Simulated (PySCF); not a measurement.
**One shape, several levels: InF (SMILES [F][In])**

We compute a comparison of 6 runs (B3LYP/STO-6G, PBE0/STO-6G, UPBE0/STO-6G, UMP2/STO-6G, CISD/STO-6G, CCSD(T)/STO-6G) of InF. The job is set up through a Python script.

Program for the calculation: PySCF 2.14.0.

14 further runs of the same task are left out: 6 that didn't finish, 8 set aside as unsound or not needed.

**1. The structure to begin with**

The species is InF (2 atoms), meant as a singlet with charge 0. As SMILES, `[F][In]`. The F1–In2 distance was set to 2.990 Å, away from the relaxed value.

**2. A single-point energy at B3LYP/STO-6G (run 1)**

Input file input.py:

```python
from pyscf import gto, dft

mol = gto.Mole()
mol.atom = '''
F      0.000000     0.000000    -1.853670
In     0.000000     0.000000     3.797556
'''
mol.spin = 0
mol.verbose = 3
mol.basis = 'sto-6g'
mol.max_memory = 1860
mol.unit = 'bohr'
mol.charge = 0
mol.build()

mf = dft.RKS(mol, xc='b3lyp')
mf.conv_tol = 1e-10
mf.grids.level = 5
mf.kernel()
if not mf.converged:
    mf = mf.newton().run(mf.mo_coeff, mf.mo_occ)

etot = mf.e_tot
print('Final energy', etot)
```

The run is started by

```
$ OMP_NUM_THREADS=1 python input.py
```

Output:

```text
SCF not converged.
SCF energy = -5813.5192370409
converged SCF energy = -5813.85018033085
Final energy -5813.850180330845
```

Wall time 13 s (1 thread of AMD EPYC 9R45 (Zen 5), shared host); peak memory 0.26 GiB.

**3. The energy at PBE0/STO-6G (run 2)**

Input file run.py:

```python
from pyscf import gto, dft

system = gto.Mole()
system.atom = '''
F        0.000000       0.000000      -0.980920
In       0.000000       0.000000       2.009580
'''
system.basis = 'sto-6g'
system.spin = 0
system.verbose = 4
system.max_memory = 1860
system.build()

calc0 = dft.RKS(system, xc='pbe0')
calc0.conv_tol = 1e-10
calc0.grids.level = 5
calc0.kernel()
if not calc0.converged:
    calc0 = calc0.newton().run(calc0.mo_coeff, calc0.mo_occ)

e_tot = calc0.e_tot
print('Final energy', e_tot)
```

The run is started by

```
$ OMP_NUM_THREADS=1 python run.py
```

Output:

```text
PySCF version 2.14.0

[... 125 lines left out ...]
converged SCF energy = -5813.49218456019
Final energy -5813.49218456019
```

Wall time 6 s (1 thread of AMD EPYC 9R45 (Zen 5), shared host); peak memory 0.23 GiB.

Runs 3 to 5 aren't shown in full; the table further down has their settings and results.

**4. A single-point energy at CCSD(T)/STO-6G (run 6)**

Input file input.py:

```python
from pyscf import gto, cc

mol = gto.M(
    atom='F 0.000000 0.000000 -0.980920; In -0.000000 -0.000000 2.009580',
    verbose=3,
    basis='sto-6g',
    charge=0,
    max_memory=1860,
)

calc0 = mol.RHF()
calc0.conv_tol = 1e-10
calc0.kernel()
if not calc0.converged:
    calc0 = calc0.newton().run(calc0.mo_coeff, calc0.mo_occ)

mycc = cc.CCSD(calc0, frozen=19)
mycc.kernel()
e_t = mycc.ccsd_t()
etot = mycc.e_tot + e_t
print('E(%s) = %.9f' % ('CCSD(T)', etot))
```

The run is started by

```
$ OMP_NUM_THREADS=1 python input.py
```

Output:

```text
converged SCF energy = -5811.37101536822
E(CCSD) = -5811.503947791959  E_corr = -0.1329324237420244
CCSD(T) correction = -0.00189419534246138
E(CCSD(T)) = -5811.505841987
```

Run time: 1.3 s. Hardware: 1 thread of AMD EPYC 9R45 (Zen 5), shared host; peak memory 0.12 GiB.

**5. Overview of the runs**

```tsv
run	level	follow instability	integration grid	energy (Eh)	dipole moment (D) of the reference	HOMO energy (eV)	LUMO energy (eV)	wall time
1	B3LYP/STO-6G	–	5	-5813.850180	3.26	-0.66	1.53	13 s
2	PBE0/STO-6G	–	5	-5813.492185	3.40	-0.88	1.74	6 s
3	UPBE0/STO-6G	yes	5	-5813.492185	3.40	-0.88	1.74	47 s
4	UMP2/STO-6G	yes	–	-5811.477940	0.57	-1.82	6.20	1.4 s
5	CISD/STO-6G	–	–	-5811.493586	4.64	-2.60	5.08	1.2 s
6	CCSD(T)/STO-6G	–	–	-5811.505842	4.64	-2.60	5.08	1.3 s
```

**6. Results**

| quantity | value |
| --- | --- |
| run 6: total energy | -5811.50584 Eh |
| run 6: dipole moment (Hartree–Fock density) | 4.64 D |
| run 6: HOMO energy (Hartree–Fock orbitals) | -2.60 eV |
| run 6: LUMO energy (Hartree–Fock orbitals) | 5.08 eV |
| run 6: HOMO–LUMO gap (Hartree–Fock orbitals) | 7.68 eV |
| run 6: correlation energy (19 core orbitals frozen) | -134.8 mEh |
| run 6: (T) correction | -1.89 mEh |
| run 6: T1 diagnostic | 0.052 |

**Reading.** Over runs 1, 2, 3 the dipole moment (its size) runs from 3.26 D (B3LYP/STO-6G) to 3.40 D (PBE0/STO-6G). Over runs 1, 2, 3 the HOMO–LUMO gap runs from 2.19 eV (B3LYP/STO-6G) to 2.62 eV (PBE0/STO-6G). Totals of different functionals can't be ranked against each other. In run 6 the T1 diagnostic is large, so a single reference may not serve. In runs 1, 2, 3, 4, 5, 6 the basis is minimal, so the values are rough. In runs 1, 2, 3, 4, 5, 6 relativity is left out where basis or elements ask for it. Spin contamination of the reference: run 4 ⟨S²⟩ = 0.91. Where it is this large, the reference is a mixture of spin states, and values that rest on it are in doubt. All runs together took 70 s, the longest 47 s.
